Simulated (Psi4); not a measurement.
# One shape, several levels: quartet GeH3

We compute a comparison of 6 runs (UB3LYP/6-31G*, U-wB97X-V/def2-TZVPP, UDSD-PBEP86/def2-TZVPP, UTPSSh/def2-TZVPP, UMP3/def2-TZVPP) of quartet GeH3. 

The calculation is run with Psi4 1.11.

### Step 1. The system as given

The species is GeH3 (4 atoms), meant as a quartet with charge 0. SMILES of the parent species: `[GeH3]`. The shape is that of a PBE0-D4/def2-TZVP optimisation. That shape belongs to the parent species and isn't relaxed for this state.

Bond lengths: Ge1–H2 1.539 Å, Ge1–H3 1.539 Å, Ge1–H4 1.539 Å. Angles: H2–Ge1–H3 111.1°, H2–Ge1–H4 111.1°, H3–Ge1–H4 111.1°.

### Step 2. Energy and forces at UB3LYP/6-31G(d) (spherical functions) (run 1)

Contents of calc.py:

```python
import psi4

psi4.set_memory(2200000000)
psi4.set_num_threads(1)
psi4.core.set_output_file('output.dat', False)

molecule = psi4.geometry("""
0 4
Ge
H 1 1.539089
H 1 1.539135 2 111.11836
H 1 1.539106 2 111.11762 3 124.27885
symmetry c1
no_reorient
no_com
""")

psi4.set_options({
    'reference': 'uks',
    'puream': True,
    'e_convergence': 1e-09,
    'd_convergence': 1e-08,
    'scf_type': 'pk',
    'dft_radial_points': 99,
    'dft_spherical_points': 590,
    'maxiter': 100,
})

result, w = psi4.gradient('b3lyp/6-31G*', molecule=molecule, return_wfn=True)
psi4.oeprop(w, 'MAYER_INDICES', 'MULLIKEN_CHARGES', 'WIBERG_LOWDIN_INDICES')
print('gradient / Eh bohr^-1')
print(result.np.round(6))
print(f'energy = {w.energy():.10f} Eh')
```

Launch:

```
$ python calc.py
```

output.dat:

```text
[...]
  Running in c1 symmetry.
[...]
  Nuclear repulsion =   33.632093081797727
[...]
  Multiplicity = 4
[...]
  Nalpha       = 19
  Nbeta        = 16
[...]
    Number of basis functions: 38
[...]
   @UKS iter   1: -2076.86561414097378   -1.76512e+00   6.93128e-02 ADIIS/DIIS
[...]
   @UKS iter  19: -2078.19084992346507   -8.18545e-12   8.02267e-09 DIIS
[...]
   @S^2 Observed:                3.752495554E+00
[...]
  @UKS Final Energy: -2078.19084992346507
   => Energetics <=
    Nuclear Repulsion Energy =             33.6320930817977271
    One-Electron Energy =               -2961.3364099208233711
    Two-Electron Energy =                 913.9603060928927789
    DFT Exchange-Correlation Energy =     -64.4468391773322793
    Empirical Dispersion Energy =           0.0000000000000000
    VV10 Nonlocal Energy =                  0.0000000000000000
    Total Energy =                      -2078.1908499234650662
  UHF NO Occupations:
  HONO-2 :   17  A 1.0000000
  HONO-1 :   18  A 1.0000000
[...]
 Multipole Moments:
 ------------------------------------------------------------------------------------
     Multipole            Electronic (a.u.)      Nuclear  (a.u.)        Total (a.u.)
 ------------------------------------------------------------------------------------
 L = 1.  Multiply by 2.5417464519 to convert [e a0] to [Debye]
 Dipole X            :         -1.1556167            1.2141436            0.0585268
 Dipole Y            :         -0.0902766            0.6418070            0.5515304
 Dipole Z            :         -0.6199398            0.4400998           -0.1798400
 Magnitude           :                                                    0.5830554
[...]
  -Total Gradient:
     Atom            X                  Y                   Z
    ------   -----------------  -----------------  -----------------
       1       -0.004754829030     0.139719043105    -0.056653990800
       2        0.008848973956     0.003571252986    -0.023454452308
       3        0.007939548226    -0.161100385242     0.066715440456
       4       -0.012032968796     0.017810402626     0.013392768525
[...]
  Mulliken Charges: (a.u.)
   Center  Symbol    Alpha    Beta     Spin     Total
       1    GE    17.07694 15.21556  1.86139 -0.29250
       2     H     0.53055  0.36483  0.16572  0.10462
       3     H     0.86191  0.05482  0.80709  0.08327
       4     H     0.53059  0.36479  0.16580  0.10461
   Total alpha = 19.00000, Total beta = 16.00000, Total charge =  0.00000
  Mayer Bond Indices:
  Total Bond Index:
  Irrep: 1 Size: 4 x 4
[...]
```

On the terminal:

```text
gradient / Eh bohr^-1
[[-0.004755  0.139719 -0.056654]
 [ 0.008849  0.003571 -0.023454]
 [ 0.00794  -0.1611    0.066715]
 [-0.012033  0.01781   0.013393]]
energy = -2078.1908499235 Eh
```

Wall time 8.7 s (1 thread of Intel Xeon 6975P-C (Granite Rapids), shared host); peak memory 0.43 GiB.

### Step 3. Energy and forces at UB3LYP/6-31G(d) (Cartesian functions) (run 2)

Contents of job.json:

```json
{
  "schema_name": "qcschema_input",
  "schema_version": 1,
  "molecule": {
    "schema_name": "qcschema_molecule",
    "schema_version": 2,
    "symbols": ["Ge", "H", "H", "H"],
    "geometry": [0.40553523, -0.23791652, -0.4712977, 1.99366106, 0.20711398, 1.92430811, -1.66825022, -2.22212895, -0.00018897, -0.73094607, 2.25293149, -1.45282144],
    "molecular_charge": 0,
    "molecular_multiplicity": 4,
    "fix_symmetry": "c1",
    "fix_com": true,
    "fix_orientation": true
  },
  "driver": "gradient",
  "model": {
    "method": "b3lyp",
    "basis": "6-31G*"
  },
  "keywords": {
    "reference": "uks",
    "puream": false,
    "e_convergence": 1e-09,
    "d_convergence": 1e-08,
    "scf_type": "pk",
    "dft_radial_points": 99,
    "dft_spherical_points": 590,
    "maxiter": 100
  }
}
```

Launch:

```
$ psi4 --qcschema job.json -n 1 --memory 2200MB
```

stdout:

```text
[...]
  Running in c1 symmetry.
[...]
  Nuclear repulsion =   33.632092844370980
[...]
  Multiplicity = 4
[...]
  Nalpha       = 19
  Nbeta        = 16
[...]
    Number of basis functions: 41
[...]
   @UKS iter   1: -2076.70715108354807   -1.58291e+00   7.02369e-02 DIIS/ADIIS
[...]
   @UKS iter  19: -2078.19949301602901   -7.27596e-12   8.57247e-09 DIIS
[...]
   @S^2 Observed:                3.752924893E+00
[...]
  @UKS Final Energy: -2078.19949301602901
   => Energetics <=
    Nuclear Repulsion Energy =             33.6320928443709803
    One-Electron Energy =               -2961.2363609551021000
    Two-Electron Energy =                 913.8328868602017110
    DFT Exchange-Correlation Energy =     -64.4281117654996791
    Empirical Dispersion Energy =           0.0000000000000000
    VV10 Nonlocal Energy =                  0.0000000000000000
    Total Energy =                      -2078.1994930160290096
  UHF NO Occupations:
  HONO-2 :   17  A 1.0000000
  HONO-1 :   18  A 1.0000000
[...]
 Multipole Moments:
 ------------------------------------------------------------------------------------
     Multipole            Electronic (a.u.)      Nuclear  (a.u.)        Total (a.u.)
 ------------------------------------------------------------------------------------
 L = 1.  Multiply by 2.5417464519 to convert [e a0] to [Debye]
 Dipole X            :        -13.0280173           12.5715921           -0.4564252
 Dipole Y            :          7.0153969           -7.3754121           -0.3600152
 Dipole Z            :         14.7603649          -14.6102287            0.1501362
 Magnitude           :                                                    0.6003964
[...]
  -Total Gradient:
     Atom            X                  Y                   Z
    ------   -----------------  -----------------  -----------------
       1       -0.094788145741    -0.097436220157     0.017451294183
       2       -0.024445718353     0.000733300312    -0.018028684897
       3        0.113138888122     0.118908985840    -0.019252366547
       4        0.006094154138    -0.022205861615     0.019829987585
[...]
```

The result, in JSON:

```text
{
 "driver": "gradient",
 "model": {
  "method": "b3lyp",
  "basis": "6-31G*"
 },
 "success": true,
 "return_result": [-0.09478814574133175, -0.09743622015660339, 0.017451294182796596, -0.02444571835327964, 0.0007333003121692688, -0.01802868489735282, 0.11313888812236883, 0.118908985839782, -0.019252366547216907, 0.006094154138475652, -0.022205861615245015, 0.019829987584933227],
 "properties": {
  "calcinfo_nbasis": 41,
  "calcinfo_nmo": 41,
  "calcinfo_nalpha": 19,
  "calcinfo_nbeta": 16,
  "calcinfo_natom": 4,
  "nuclear_repulsion_energy": 33.63209284437098,
  "return_energy": -2078.199493016029,
  "return_gradient": [-0.09478814574133175, -0.09743622015660339, 0.017451294182796596, -0.02444571835327964, 0.0007333003121692688, -0.01802868489735282, 0.11313888812236883, 0.118908985839782, -0.019252366547216907, 0.006094154138475652, -0.022205861615245015, 0.019829987584933227],
  "scf_one_electron_energy": -2961.236360955102,
  "scf_two_electron_energy": 913.8328868602017,
  "scf_xc_energy": -64.42811176549968,
  "scf_dipole_moment": [-0.45642519141535054, -0.36001522773127625, 0.15013624998740305],
  "scf_total_energy": -2078.199493016029,
  "scf_total_gradient": [-0.09478814574133175, -0.09743622015660339, 0.017451294182796596, -0.02444571835327964, 0.0007333003121692688, -0.01802868489735282, 0.11313888812236883, 0.118908985839782, -0.019252366547216907, 0.006094154138475652, -0.022205861615245015, 0.019829987584933227],
  "scf_iterations": 19
 }
}
```

It took 9 s on 1 thread of Intel Xeon 6975P-C (Granite Rapids), shared host; peak memory 0.46 GiB.

### Step 4. A single-point energy at U-wB97X-V/def2-TZVPP (run 3)

Contents of geh3.in:

```
memory 2.2 GB

molecule molecule1 {
  0 4
  Ge     0.214600    -0.125900    -0.249400
  H      1.055000     0.109600     1.018300
  H     -0.882800    -1.175900    -0.000100
  H     -0.386800     1.192200    -0.768800
  units angstrom
  symmetry c1
}

set basis def2-TZVPP
set reference uks
set puream true
set e_convergence 1e-09
set d_convergence 1e-08
set scf_type pk
set dft_radial_points 99
set dft_spherical_points 590
set maxiter 100

energy('wb97x-v')
print_variables()
```

Launch:

```
$ psi4 -i geh3.in -o geh3.out -n 1
```

geh3.out:

```text
[...]
  Running in c1 symmetry.
[...]
  Nuclear repulsion =   33.632092845179443
[...]
  Multiplicity = 4
[...]
  Nalpha       = 19
  Nbeta        = 16
[...]
    Number of basis functions: 90
[...]
   @UKS iter   1: -2076.77868281255724   -1.74853e+00   3.34229e-02 ADIIS/DIIS
[...]
   @UKS iter  24: -2078.24183134053465   -2.50111e-11   9.00211e-09 DIIS
[...]
   @S^2 Observed:                3.754939375E+00
[...]
    Orbital Energies [Eh]
    ---------------------
    Alpha Occupied:
       1A   -398.593505     2A    -49.842934     3A    -44.356617
       4A    -44.354230     5A    -44.352921     6A     -6.348995
       7A     -4.527178     8A     -4.518965     9A     -4.516073
      10A     -1.356273    11A     -1.350854    12A     -1.350630
      13A     -1.342920    14A     -1.342784    15A     -0.740226
      16A     -0.551818    17A     -0.486268    18A     -0.339824
      19A     -0.141917
    Alpha Virtual:
      20A      0.097698    21A      0.097972    22A      0.200859
      23A      0.232193    24A      0.235963    25A      0.236083
[...]
  @UKS Final Energy: -2078.24183134053465
   => Energetics <=
    Nuclear Repulsion Energy =             33.6320928451794430
    One-Electron Energy =               -2961.8858524835259232
    Two-Electron Energy =                 912.0791216314044050
    DFT Exchange-Correlation Energy =     -62.2138196324492796
    Empirical Dispersion Energy =           0.0000000000000000
    VV10 Nonlocal Energy =                  0.1466262988563343
    Total Energy =                      -2078.2418313405346453
  UHF NO Occupations:
  HONO-2 :   17  A 1.0000000
  HONO-1 :   18  A 1.0000000
[...]
 Multipole Moments:
 ------------------------------------------------------------------------------------
     Multipole            Electronic (a.u.)      Nuclear  (a.u.)        Total (a.u.)
 ------------------------------------------------------------------------------------
 L = 1.  Multiply by 2.5417464519 to convert [e a0] to [Debye]
 Dipole X            :          0.8061444           -0.8784999           -0.0723556
 Dipole Y            :         -0.6584051            0.5153921           -0.1430130
 Dipole Z            :         -1.0491913            1.0209594           -0.0282319
 Magnitude           :                                                    0.1627424
[...]
```

Run time: 55 s. Hardware: 1 thread of Intel Xeon 6975P-C (Granite Rapids), shared host; peak memory 0.95 GiB.

Runs 4 to 5 aren't shown in full; the table further down has their settings and results.

### Step 5. The energy at UMP3/def2-TZVPP (run 6)

Contents of input.json:

```json
{
 "schema_name": "qcschema_input",
 "schema_version": 1,
 "molecule": {
  "schema_name": "qcschema_molecule",
  "schema_version": 2,
  "symbols": ["Ge", "H", "H", "H"],
  "geometry": [0.40553523, -0.23791652, -0.4712977, 1.99366106, 0.20711398, 1.92430811, -1.66825022, -2.22212895, -0.00018897, -0.73094607, 2.25293149, -1.45282144],
  "molecular_charge": 0,
  "molecular_multiplicity": 4,
  "fix_symmetry": "c1"
 },
 "driver": "energy",
 "model": {
  "method": "mp3",
  "basis": "def2-TZVPP"
 },
 "keywords": {
  "reference": "uhf",
  "puream": true,
  "e_convergence": 1e-09,
  "d_convergence": 1e-08,
  "scf_type": "pk",
  "num_frozen_docc": 9,
  "maxiter": 100,
  "mp_type": "conv"
 }
}
```

Launch:

```
$ psi4 --qcschema input.json -n 1 --memory 2200MB
```

stdout:

```text
[...]
  Running in c1 symmetry.
[...]
  Nuclear repulsion =   33.632092844370980
[...]
  Multiplicity = 4
[...]
  Nalpha       = 19
  Nbeta        = 16
[...]
    Number of basis functions: 90
[...]
   @UHF iter   1: -2075.57214943675081   -2.66743e+00   2.99580e-02 ADIIS/DIIS
[...]
   @UHF iter  24: -2076.77491754295215   -2.09184e-11   7.28833e-09 DIIS
[...]
   @S^2 Observed:                3.759704222E+00
[...]
    Orbital Energies [Eh]
    ---------------------
    Alpha Occupied:
       1A   -405.254675     2A    -52.164048     3A    -46.253271
       4A    -46.251025     5A    -46.248311     6A     -7.212568
       7A     -5.191664     8A     -5.186003     9A     -5.178186
      10A     -1.666560    11A     -1.657632    12A     -1.656046
      13A     -1.650041    14A     -1.649757    15A     -0.838383
      16A     -0.621304    17A     -0.510367    18A     -0.369092
      19A     -0.150430
    Alpha Virtual:
      20A      0.123338    21A      0.127195    22A      0.215965
      23A      0.253570    24A      0.262429    25A      0.262832
[...]
  @UHF Final Energy: -2076.77491754295215
   => Energetics <=
    Nuclear Repulsion Energy =             33.6320928443709803
    One-Electron Energy =               -2962.8851218772024367
    Two-Electron Energy =                 852.4781114898793248
    Total Energy =                      -2076.7749175429521529
  UHF NO Occupations:
  HONO-2 :   17  A 1.0000000
  HONO-1 :   18  A 1.0000000
  HONO-0 :   19  A 1.0000000
  LUNO+0 :   20  A 0.0033515
  LUNO+1 :   21  A 0.0012118
[...]
 Multipole Moments:
 ------------------------------------------------------------------------------------
     Multipole            Electronic (a.u.)      Nuclear  (a.u.)        Total (a.u.)
 ------------------------------------------------------------------------------------
 L = 1.  Multiply by 2.5417464519 to convert [e a0] to [Debye]
 Dipole X            :          0.7040808           -0.8784999           -0.1744191
 Dipole Y            :         -0.7901235            0.5153921           -0.2747314
 Dipole Z            :         -1.0466220            1.0209594           -0.0256626
 Magnitude           :                                                    0.3264322
[...]
	SCS-MP2 Total Energy (a.u.)        : -2076.99961380777404
	SOS-MP2 Total Energy (a.u.)        : -2076.99199301367526
[...]
	SOS-PI-MP2 Total Energy (a.u.)     : -2077.00869112680766
[...]
	MP2 Total Energy (a.u.)            : -2077.01485539597161
[...]
	SCS-MP3 Total Energy (a.u.)        : -2077.00060230438430
[...]
	MP3 Total Energy (a.u.)            : -2077.01880938241266
[...]
```

The result, in JSON:

```text
{
 "driver": "energy",
 "model": {
  "method": "mp3",
  "basis": "def2-TZVPP"
 },
 "success": true,
 "return_result": -2077.0188093824127,
 "properties": {
  "calcinfo_nbasis": 90,
  "calcinfo_nmo": 90,
  "calcinfo_nalpha": 19,
  "calcinfo_nbeta": 16,
  "calcinfo_natom": 4,
  "nuclear_repulsion_energy": 33.63209284437098,
  "return_energy": -2077.0188093824127,
  "scf_one_electron_energy": -2962.8851218772024,
  "scf_two_electron_energy": 852.4781114898793,
  "scf_dipole_moment": [-0.17441908767449477, -0.27473144304972164, -0.025662644021667624],
  "scf_total_energy": -2076.774917542952,
  "scf_iterations": 24,
  "mp2_same_spin_correlation_energy": -0.0729567216943223,
  "mp2_opposite_spin_correlation_energy": -0.1669811313253408,
  "mp2_singles_energy": 0.0,
  "mp2_doubles_energy": -0.23993785301966308,
  "mp2_correlation_energy": -0.23993785301945536,
  "mp2_total_energy": -2077.0148553959716
 }
}
```

It took 11 s on 1 thread of Intel Xeon 6975P-C (Granite Rapids), shared host; peak memory 0.69 GiB.

### Step 6. The series

| run | level | Cartesian functions | task | energy (Eh) | dipole moment (D) | HOMO energy (eV) | ⟨S²⟩ | wall time |
| --- | --- | --- | --- | --- | --- | --- | --- | --- |
| 1 | UB3LYP/6-31G* (spherical functions) | no | gradient | -2078.190850 | 1.48 | -1.15 | 3.752 | 8.7 s |
| 2 | UB3LYP/6-31G* (Cartesian functions) | yes | gradient | -2078.199493 | 1.53 | -1.28 | 3.753 | 9 s |
| 3 | U-wB97X-V/def2-TZVPP | no | energy | -2078.241831 | 0.41 | -3.86 | 3.755 | 55 s |
| 4 | UDSD-PBEP86/def2-TZVPP (density fitting for correlation) | no | energy | -2077.624074 | – | -3.41 | 3.758 | 14 s |
| 5 | UTPSSh/def2-TZVPP | no | energy | -2078.426296 | 0.51 | -1.67 | 3.755 | 37 s |
| 6 | UMP3/def2-TZVPP | no | energy | -2077.018809 | – | -4.09 | 3.760 | 11 s |

### Step 7. Summary of results

| quantity | value |
| --- | --- |
| run 6: total energy | -2077.01881 Eh |
| run 6: HOMO energy (Hartree–Fock orbitals) (highest over α and β) | -4.09 eV |
| run 6: LUMO energy (Hartree–Fock orbitals) (lowest over α and β) | -2.77 eV |
| run 6: correlation energy (9 core orbitals frozen) | -243.9 mEh |
| run 6: ⟨S²⟩ of the reference determinant | 3.760 |

What this shows: Over runs 1, 2, 3, 5 the dipole moment (its size) runs from 0.41 D (U-wB97X-V/def2-TZVPP) to 1.53 D (UB3LYP/6-31G*). The two ends differ in method and basis. Totals of different functionals can't be ranked against each other. All runs together took 2.2 min, the longest 55 s.
